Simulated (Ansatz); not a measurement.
# BiH: the cost of one run

Method: DFT PBE, scalar-relativistic, plane waves, PAW, in Ansatz 0.2.0.

1 further run of the same task is left out (it didn't finish).

**1. The structure to begin with**

Symmetry: P6_3mc, No. 186, hexagonal system. Conventional cell: a = 4.428 Å, b = 4.428 Å, c = 4.780 Å, α = 90.00°, β = 90.00°, γ = 120.00°. Around Bi (site symmetry 3m) lie 1 H at 1.57 Å. H (site symmetry 3m) has 1 Bi at 1.57 Å as nearest neighbours.

Structure file:

```cif
data_structure
_symmetry_space_group_name_H-M 'P 1'
_symmetry_Int_Tables_number 1
_cell_length_a 4.4283
_cell_length_b 4.4283
_cell_length_c 4.7795
_cell_angle_alpha 90.000
_cell_angle_beta 90.000
_cell_angle_gamma 120.000
_cell_volume 81.17
loop_
_atom_site_label
_atom_site_type_symbol
_atom_site_fract_x
_atom_site_fract_y
_atom_site_fract_z
_atom_site_occupancy
Bi1 Bi 0.33333 0.66667 0.68151 1
Bi2 Bi 0.66667 0.33333 0.18151 1
H1 H 0.33333 0.66667 0.35282 1
H2 H 0.66667 0.33333 0.85282 1
```

Recipe of the guess: random cell by space group and Wyckoff sites (P6_3mc, No. 186). The dimensions are guesses.

**2. The guess as it stands, on a coarse mesh**

File input.yaml:

```yaml
crystal:
  lattice:
    - [4.42825196, 0.0, 0.0]
    - [-2.21412598, 3.8349787, 0.0]
    - [0.0, 0.0, 4.77950402]
  atoms:
    - { symbol: Bi, position: [0.33333333, 0.66666667, 0.68151217] }
    - { symbol: Bi, position: [0.66666667, 0.33333333, 0.18151217] }
    - { symbol: H, position: [0.33333333, 0.66666667, 0.35281684] }
    - { symbol: H, position: [0.66666667, 0.33333333, 0.85281684] }
basis:
  ecutwfc: 420
kpoints:
  mp_grid: { grid: [6, 6, 4] }
hamiltonian:
  xc: pbe
scf:
  occupations: { method: gaussian, width: 0.1 }
  lower_state_search: "off"
output:
  forces: true
  stress: true
  eigenvalues: true
```

Started as:

```
$ ansatz run input.yaml --threads 1 --pin off --max-ram 2560MiB --backend cpu --events-out ev --progress --plain --runs-dir out
```

**Question.** How long does this run take on 1 thread of Intel Xeon at 2.60GHz (Ice Lake), shared host, and how much memory does it need?

About 2 s, with a peak of 0.41 GiB.
